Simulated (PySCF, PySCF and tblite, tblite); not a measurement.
# C5H10BN: a path driven as rotation about a bond, and NMR exchange, part 2 of 2

PySCF and tblite. Atoms count from 0. Earlier steps stand in the parts before.

### Step 10. Kinetics and line shapes

What the job is given:

```
{"job": {"smiles": "C=CBN(C)C=C", "charge": 0, "mult": 1, "motion": "rotation", "what": "enamine", "atoms": [5, 3], "drives": [{"terms": [["t", [6, 5, 3, 2], 0.25], ["t", [6, 5, 3, 4], 0.25], ["t", [14, 5, 3, 2], 0.25], ["t", [14, 5, 3, 4], 0.25]], "by": 180, "n": 12}], "flip": [5, 3], "study": "path", "level": {"kind": "nmr", "xc": "revPBE", "basis": "pcSseg-1"}, "fields": [250, 500, 600], "first": 0, "seed": 291, "kind": "path"}, "charge": 0, "multiplicity": 1}
C      3.309992     0.087745    -0.006693
C      2.058874    -0.364833    -0.040076
B      0.833834     0.524695     0.320274
N     -0.499452     0.098490     0.229059
C     -0.912618    -1.213740    -0.223706
C     -1.539340     0.949368     0.579574
C     -2.841446     0.687701     0.544885
H      3.530661     1.105625     0.272565
H      4.164237    -0.524911    -0.255355
H      1.937688    -1.403657    -0.332976
H      1.028549     1.621287     0.692024
H     -0.045113    -1.810599    -0.483922
H     -1.553412    -1.126942    -1.105123
H     -1.470715    -1.729693     0.562111
H     -1.200521     1.920187     0.911664
H     -3.546623     1.440880     0.846344
H     -3.261594    -0.249571     0.228609
```

Standard output:

```text
stationary points (kcal/mol above the start)
  n  kind          group   xTB      DFT    lowest mode
  0  minimum      C1       0.00     0.00      37.0
  1  saddle       C1       6.50     8.39    -130.8
  2  minimum      C1       2.53     4.91      41.5

GFN2-xTB energies: T/K, barrier G, reaction G (kcal/mol), k forward, k back (1/s)
 150.00     5.60     2.05   2.17e+04   2.14e+07
 200.00     5.60     1.99   3.15e+06   4.67e+08
 250.00     5.61     1.92   6.43e+07   3.05e+09
 298.15     5.64     1.85   4.58e+08   1.04e+10
 350.00     5.67     1.78   2.09e+09   2.71e+10
 400.00     5.72     1.71   6.27e+09   5.41e+10
 500.00     5.83     1.58   2.94e+10   1.45e+11

revPBE/pcSseg-1 + D3(BJ) energies: T/K, barrier G, reaction G (kcal/mol), k forward, k back (1/s)
 150.00     7.49     4.43       37.8   1.07e+08
 200.00     7.50     4.36   2.69e+04   1.57e+09
 250.00     7.51     4.29   1.42e+06   8.04e+09
 298.15     7.53     4.23   1.87e+07   2.35e+10
 350.00     7.57     4.15   1.37e+08    5.4e+10
 400.00     7.61     4.09   5.79e+08   9.91e+10
 500.00     7.72     3.96   4.38e+09   2.35e+11
```

It took 85 s on 1 thread of Arm Neoverse V2, shared host; peak memory 0.59 GiB. This counts the whole study up to here.

Barriers by level (kcal/mol; entropies in cal/(mol K)). Zero-point and thermal terms come from xTB in every row. ΔG‡ leaves symmetry out; the rate counts one path; effective ΔG‡, where given, is the barrier that would give that rate by Eyring's equation alone:

| level | ΔE‡ | with zero-point | ΔH‡ | ΔS‡ | ΔG‡ (298 K) | ΔE of reaction | k at 298 K (1/s) | effective ΔG‡ |
| --- | --- | --- | --- | --- | --- | --- | --- | --- |
| GFN2-xTB | 6.50 | 5.61 | 5.41 | -0.8 | 5.64 | 2.53 | 4.6e+08 | 5.64 |
| revPBE/pcSseg-1 + D3(BJ) | 8.39 | 7.50 | 7.30 | -0.8 | 7.53 | 4.90 | 1.9e+07 | 7.53 |

Sites that the driver pairs across this motion, and where their lines would merge (no couplings; faster rotations or exchange between molecules can average them sooner):

| nucleus | sites: shielding (ppm) | proton frequency (MHz) | spread (Hz) | coalescence (K) | lines at 298 K |
| --- | --- | --- | --- | --- | --- |
| 13C | C6: 90.2; C6 (end): 81.7 | 600 | 1273 | not given | – |
| 13C | C4: 147.9; C4 (end): 141.2 | 600 | 1019 | not given | – |
| 11B | B2: 60.3; B2 (end): 64.2 | 600 | 742 | not given | – |
| 1H | H16: 27.38; H16 (end): 26.46 | 600 | 554 | not given | – |
| 15N | N3: 91.6; N3 (end): 99.5 | 600 | 480 | not given | – |
| 1H | H14: 24.70; H14 (end): 25.47 | 600 | 460 | not given | – |
| 13C | C5: 33.4; C5 (end): 35.5 | 600 | 320 | not given | – |
| 13C | C0: 36.4; C0 (end): 38.2 | 600 | 269 | not given | – |

A dash: the driver gave no coalescence for this row (it judged the minor form too scarce).

Rows that set an atom against itself at the end compare its shielding in the two forms.

### Step 11. Shieldings, start: PBE0/6-31G*

What the job is given:

```
{"job": {"kind": "nmr", "xc": "PBE0", "basis": "6-31G*", "pop": false}, "charge": 0, "multiplicity": 1}
C      3.309992     0.087745    -0.006693
C      2.058874    -0.364833    -0.040076
B      0.833834     0.524695     0.320274
N     -0.499452     0.098490     0.229059
C     -0.912618    -1.213740    -0.223706
C     -1.539340     0.949368     0.579574
C     -2.841446     0.687701     0.544885
H      3.530661     1.105625     0.272565
H      4.164237    -0.524911    -0.255355
H      1.937688    -1.403657    -0.332976
H      1.028549     1.621287     0.692024
H     -0.045113    -1.810599    -0.483922
H     -1.553412    -1.126942    -1.105123
H     -1.470715    -1.729693     0.562111
H     -1.200521     1.920187     0.911664
H     -3.546623     1.440880     0.846344
H     -3.261594    -0.249571     0.228609
```

Standard output:

```text
coarse grid: 13784 points
cycle   1  E = -275.7987017536  dE =  7.794e-01  |g| = 4.234e-01  |ddm| = 3.732e+00
cycle   2  E = -275.8017272010  dE = -3.025e-03  |g| = 4.194e-01  |ddm| = 8.583e-01
cycle   3  E = -275.8476805489  dE = -4.595e-02  |g| = 9.165e-02  |ddm| = 4.598e-01
cycle   4  E = -275.8497117764  dE = -2.031e-03  |g| = 2.668e-02  |ddm| = 1.050e-01
cycle   5  E = -275.8498810724  dE = -1.693e-04  |g| = 7.496e-03  |ddm| = 2.668e-02
cycle   6  E = -275.8498935293  dE = -1.246e-05  |g| = 2.436e-03  |ddm| = 7.555e-03
cycle   7  E = -275.8498947909  dE = -1.262e-06  |g| = 6.912e-04  |ddm| = 2.302e-03
final grid: 131960 points
cycle   8  E = -275.7917216564  dE = -3.755e-05  |g| = 8.443e-03  |ddm| = 2.810e-02
cycle   9  E = -275.7917213018  dE =  3.546e-07  |g| = 8.797e-03  |ddm| = 1.704e-02
cycle  10  E = -275.7917412857  dE = -1.998e-05  |g| = 1.200e-03  |ddm| = 8.320e-03
cycle  11  E = -275.7917416189  dE = -3.332e-07  |g| = 2.673e-04  |ddm| = 1.129e-03
cycle  12  E = -275.7917416333  dE = -1.442e-08  |g| = 8.482e-05  |ddm| = 2.731e-04
cycle  13  E = -275.7917416350  dE = -1.713e-09  |g| = 3.203e-05  |ddm| = 1.138e-04
cycle  14  E = -275.7917416353  dE = -2.586e-10  |g| = 9.469e-06  |ddm| = 3.582e-05
converged SCF energy = -275.7917416353

GIAO shielding tensors (ppm)
atom      isotropic    diamagn.    paramagn.     s11        s22        s33       span
  0 C       58.068     256.582    -198.514    -54.688     57.757    171.135    225.823
  1 C       65.675     254.561    -188.886    -44.520     53.676    187.868    232.387
  2 B       75.971     200.234    -124.262     56.145     63.231    108.538     52.393
  3 N      127.568     317.838    -190.270     25.271    122.529    234.906    209.634
  4 C      163.118     249.773     -86.655    144.154    157.747    187.452     43.297
  5 C       56.829     250.278    -193.449    -37.797     76.719    131.564    169.361
  6 C      107.695     258.629    -150.935     30.319    109.904    182.861    152.543
  7 H       25.981      31.504      -5.523     22.690     25.655     29.599      6.909
  8 H       25.895      29.020      -3.125     22.866     25.730     29.089      6.223
  9 H       25.614      31.866      -6.252     21.972     24.318     30.551      8.579
 10 H       27.125      34.135      -7.010     25.777     25.820     29.778      4.001
 11 H       28.725      32.252      -3.526     23.375     29.601     33.200      9.825
 12 H       29.613      31.734      -2.121     26.107     27.780     34.952      8.845
 13 H       29.609      31.424      -1.815     26.105     27.732     34.989      8.884
 14 H       25.433      30.388      -4.954     22.204     25.266     28.830      6.626
 15 H       28.198      28.972      -0.774     26.427     27.262     30.906      4.479
 16 H       28.168      32.696      -4.527     25.907     26.268     32.330      6.423
```

Wall time 8.8 s (1 thread of Arm Neoverse V2, shared host); peak memory 0.61 GiB.

In short: HOMO -6.26 eV, LUMO -0.70 eV; dipole 1.08 D.

### Step 12. Single-point energy, saddle of leg 1: PBE0/6-31G*

What the job is given:

```
{"job": {"kind": "sp", "xc": "PBE0", "basis": "6-31G*", "pop": false}, "charge": 0, "multiplicity": 1}
C      3.223024     0.037558     0.204619
C      2.001059    -0.375784    -0.117060
B      0.723433     0.489597     0.108572
N     -0.552781     0.071113    -0.240094
C     -0.932708    -1.175827    -0.870374
C     -1.676209     0.906640    -0.002605
C     -2.464098     0.785147     1.048535
H      3.388437     1.009192     0.642384
H      4.108395    -0.562298     0.049898
H      1.930053    -1.368719    -0.551945
H      0.818708     1.553294     0.598955
H     -0.052850    -1.779007    -1.071240
H     -1.449125    -0.981454    -1.816217
H     -1.610898    -1.741870    -0.224746
H     -1.862493     1.661009    -0.761543
H     -3.312536     1.429372     1.196484
H     -2.279411     0.042039     1.806378
```

Standard output:

```text
coarse grid: 13784 points
cycle   1  E = -275.7837171073  dE =  7.568e-01  |g| = 4.257e-01  |ddm| = 3.704e+00
cycle   2  E = -275.7887135721  dE = -4.996e-03  |g| = 4.124e-01  |ddm| = 9.001e-01
cycle   3  E = -275.8339520263  dE = -4.524e-02  |g| = 9.112e-02  |ddm| = 4.869e-01
cycle   4  E = -275.8359469916  dE = -1.995e-03  |g| = 2.716e-02  |ddm| = 9.576e-02
cycle   5  E = -275.8361259740  dE = -1.790e-04  |g| = 6.662e-03  |ddm| = 2.481e-02
cycle   6  E = -275.8361357443  dE = -9.770e-06  |g| = 2.281e-03  |ddm| = 6.780e-03
final grid: 131960 points
cycle   7  E = -275.7776924540  dE = -2.236e-05  |g| = 9.873e-03  |ddm| = 2.297e-02
cycle   8  E = -275.7776735565  dE =  1.890e-05  |g| = 1.345e-02  |ddm| = 2.221e-02
cycle   9  E = -275.7777167495  dE = -4.319e-05  |g| = 2.504e-03  |ddm| = 1.313e-02
cycle  10  E = -275.7777183014  dE = -1.552e-06  |g| = 2.647e-04  |ddm| = 2.136e-03
cycle  11  E = -275.7777183174  dE = -1.603e-08  |g| = 1.129e-04  |ddm| = 3.265e-04
cycle  12  E = -275.7777183205  dE = -3.106e-09  |g| = 2.571e-05  |ddm| = 1.072e-04
cycle  13  E = -275.7777183207  dE = -1.509e-10  |g| = 7.075e-06  |ddm| = 2.746e-05
converged SCF energy = -275.7777183207
```

It took 4.6 s on 1 thread of Arm Neoverse V2, shared host; peak memory 0.56 GiB.

This run: HOMO -6.82 eV, LUMO -0.28 eV; dipole 1.57 D.

### Step 13. Shieldings, end: PBE0/6-31G*

What the job is given:

```
{"job": {"kind": "nmr", "xc": "PBE0", "basis": "6-31G*", "pop": false}, "charge": 0, "multiplicity": 1}
C      3.098985     0.037059     0.454952
C      1.894435    -0.467772     0.202801
B      0.571237     0.310557     0.471767
N     -0.660702    -0.065291    -0.077977
C     -0.824436    -1.107975    -1.073431
C     -1.865304     0.570003     0.227643
C     -2.167747     1.185802     1.361612
H      3.217853     1.035273     0.845421
H      4.014912    -0.507676     0.277372
H      1.872871    -1.481729    -0.186919
H      0.605572     1.267433     1.147016
H      0.140917    -1.513345    -1.358642
H     -1.306484    -0.707016    -1.970195
H     -1.447736    -1.918787    -0.684362
H     -2.608394     0.507314    -0.561540
H     -3.122615     1.662856     1.488039
H     -1.477945     1.246609     2.182927
```

Standard output:

```text
coarse grid: 13784 points
cycle   1  E = -275.7876423783  dE =  7.740e-01  |g| = 4.346e-01  |ddm| = 3.720e+00
cycle   2  E = -275.7872339374  dE =  4.084e-04  |g| = 4.441e-01  |ddm| = 9.150e-01
cycle   3  E = -275.8389618598  dE = -5.173e-02  |g| = 1.017e-01  |ddm| = 4.999e-01
cycle   4  E = -275.8415018505  dE = -2.540e-03  |g| = 2.643e-02  |ddm| = 1.086e-01
cycle   5  E = -275.8416602598  dE = -1.584e-04  |g| = 8.722e-03  |ddm| = 2.662e-02
cycle   6  E = -275.8416763960  dE = -1.614e-05  |g| = 2.649e-03  |ddm| = 8.433e-03
cycle   7  E = -275.8416779523  dE = -1.556e-06  |g| = 7.363e-04  |ddm| = 2.571e-03
final grid: 131960 points
cycle   8  E = -275.7835889696  dE = -3.349e-05  |g| = 8.394e-03  |ddm| = 2.654e-02
cycle   9  E = -275.7835889620  dE =  7.676e-09  |g| = 8.659e-03  |ddm| = 1.689e-02
cycle  10  E = -275.7836083565  dE = -1.939e-05  |g| = 1.238e-03  |ddm| = 8.218e-03
cycle  11  E = -275.7836087142  dE = -3.577e-07  |g| = 2.486e-04  |ddm| = 1.154e-03
cycle  12  E = -275.7836087270  dE = -1.281e-08  |g| = 9.170e-05  |ddm| = 2.631e-04
cycle  13  E = -275.7836087291  dE = -2.107e-09  |g| = 2.774e-05  |ddm| = 1.060e-04
cycle  14  E = -275.7836087293  dE = -1.750e-10  |g| = 1.004e-05  |ddm| = 3.026e-05
converged SCF energy = -275.7836087293

GIAO shielding tensors (ppm)
atom      isotropic    diamagn.    paramagn.     s11        s22        s33       span
  0 C       59.594     256.975    -197.381    -52.509     59.671    171.621    224.130
  1 C       65.147     254.654    -189.507    -45.678     54.055    187.064    232.742
  2 B       79.332     201.556    -122.224     54.951     65.532    117.512     62.560
  3 N      134.401     317.571    -183.171     26.030    154.650    222.522    196.491
  4 C      157.497     247.965     -90.468    136.985    145.124    190.382     53.397
  5 C       58.872     250.330    -191.458    -38.399     83.349    131.664    170.063
  6 C      100.077     258.259    -158.182     12.957    109.970    177.305    164.348
  7 H       26.071      32.122      -6.050     22.699     25.800     29.715      7.015
  8 H       25.983      29.225      -3.242     22.954     25.904     29.091      6.137
  9 H       25.692      31.742      -6.050     21.994     24.818     30.264      8.270
 10 H       26.800      35.609      -8.809     24.874     25.526     30.001      5.127
 11 H       28.870      31.425      -2.556     23.868     29.657     33.085      9.217
 12 H       29.650      30.300      -0.650     26.043     28.133     34.774      8.731
 13 H       29.517      29.899      -0.382     25.930     27.466     35.156      9.226
 14 H       26.121      29.347      -3.226     23.725     24.825     29.814      6.089
 15 H       27.937      28.730      -0.794     26.136     26.683     30.991      4.856
 16 H       27.311      33.170      -5.859     24.576     26.137     31.221      6.645
```

It took 8.9 s on 1 thread of Arm Neoverse V2, shared host; peak memory 0.6 GiB.

This run: HOMO -6.21 eV, LUMO -0.65 eV; dipole 1.53 D.

### Step 14. Second level: PBE0/6-31G* + D3(BJ)

What the job is given:

```
{"job": {"smiles": "C=CBN(C)C=C", "charge": 0, "mult": 1, "motion": "rotation", "what": "enamine", "atoms": [5, 3], "drives": [{"terms": [["t", [6, 5, 3, 2], 0.25], ["t", [6, 5, 3, 4], 0.25], ["t", [14, 5, 3, 2], 0.25], ["t", [14, 5, 3, 4], 0.25]], "by": 180, "n": 12}], "flip": [5, 3], "study": "path", "level": {"kind": "nmr", "xc": "PBE0", "basis": "6-31G*", "wide": true}, "fields": [250, 500, 600], "first": 0, "seed": 291, "kind": "pathvar"}, "charge": 0, "multiplicity": 1}
C      3.309992     0.087745    -0.006693
C      2.058874    -0.364833    -0.040076
B      0.833834     0.524695     0.320274
N     -0.499452     0.098490     0.229059
C     -0.912618    -1.213740    -0.223706
C     -1.539340     0.949368     0.579574
C     -2.841446     0.687701     0.544885
H      3.530661     1.105625     0.272565
H      4.164237    -0.524911    -0.255355
H      1.937688    -1.403657    -0.332976
H      1.028549     1.621287     0.692024
H     -0.045113    -1.810599    -0.483922
H     -1.553412    -1.126942    -1.105123
H     -1.470715    -1.729693     0.562111
H     -1.200521     1.920187     0.911664
H     -3.546623     1.440880     0.846344
H     -3.261594    -0.249571     0.228609
```

Standard output:

```text
stationary points (kcal/mol above the start)
  n  kind          group   xTB      DFT    lowest mode
  0  minimum      C1       0.00     0.00      37.0
  1  saddle       C1       6.50     8.82    -130.8
  2  minimum      C1       2.53     5.12      41.5

GFN2-xTB energies: T/K, barrier G, reaction G (kcal/mol), k forward, k back (1/s)
 150.00     5.60     2.05   2.17e+04   2.14e+07
 200.00     5.60     1.99   3.15e+06   4.67e+08
 250.00     5.61     1.92   6.43e+07   3.05e+09
 298.15     5.64     1.85   4.58e+08   1.04e+10
 350.00     5.67     1.78   2.09e+09   2.71e+10
 400.00     5.72     1.71   6.27e+09   5.41e+10
 500.00     5.83     1.58   2.94e+10   1.45e+11

revPBE/pcSseg-1 + D3(BJ) energies: T/K, barrier G, reaction G (kcal/mol), k forward, k back (1/s)
 150.00     7.49     4.43       37.8   1.07e+08
 200.00     7.50     4.36   2.69e+04   1.57e+09
 250.00     7.51     4.29   1.42e+06   8.04e+09
 298.15     7.53     4.23   1.87e+07   2.35e+10
 350.00     7.57     4.15   1.37e+08    5.4e+10
 400.00     7.61     4.09   5.79e+08   9.91e+10
 500.00     7.72     3.96   4.38e+09   2.35e+11

PBE0/6-31G* + D3(BJ) energies: T/K, barrier G, reaction G (kcal/mol), k forward, k back (1/s)
 150.00     7.93     4.65       8.85   5.24e+07
 200.00     7.93     4.58   9.05e+03   9.14e+08
 250.00     7.94     4.51   5.95e+05   5.22e+09
 298.15     7.96     4.44   9.03e+06   1.63e+10
 350.00     8.00     4.37   7.38e+07   3.97e+10
 400.00     8.04     4.31   3.36e+08   7.57e+10
 500.00     8.16     4.17   2.83e+09   1.89e+11
```

It took 1.8 min on 1 thread of Arm Neoverse V2, shared host; peak memory 0.61 GiB. This counts the runs that the step sums up.

Barriers by level (kcal/mol; entropies in cal/(mol K)). Zero-point and thermal terms come from xTB in every row. ΔG‡ leaves symmetry out; the rate counts one path; effective ΔG‡, where given, is the barrier that would give that rate by Eyring's equation alone:

| level | ΔE‡ | with zero-point | ΔH‡ | ΔS‡ | ΔG‡ (298 K) | ΔE of reaction | k at 298 K (1/s) | effective ΔG‡ |
| --- | --- | --- | --- | --- | --- | --- | --- | --- |
| GFN2-xTB | 6.50 | 5.61 | 5.41 | -0.8 | 5.64 | 2.53 | 4.6e+08 | 5.64 |
| revPBE/pcSseg-1 + D3(BJ) | 8.39 | 7.50 | 7.30 | -0.8 | 7.53 | 4.90 | 1.9e+07 | 7.53 |
| PBE0/6-31G* + D3(BJ) | 8.82 | 7.94 | 7.73 | -0.8 | 7.96 | 5.12 | 9e+06 | 7.96 |

### Step 15. Summary of results

What follows sums up all 2 parts.

| quantity | value |
| --- | --- |
| barrier (revPBE/pcSseg-1 + D3(BJ)) | ΔE‡ 8.4, ΔG‡(298 K) 7.5 kcal/mol |
| barrier (GFN2-xTB) | ΔE‡ 6.5 kcal/mol |
| rate at 298 K | 1.9e+07 s⁻¹ |
| end of the path | 4.9 kcal/mol from the start |

**Reading.** The barrier is 8.4 kcal/mol at the DFT level (xTB: 6.5); with thermal terms and the count of paths the DFT value gives a rate of 1.9e+07 s⁻¹ at 298 K. An error of 1.4 kcal/mol changes that rate tenfold. PBE0/6-31G* + D3(BJ) moves the barrier from 8.4 to 8.8 kcal/mol.
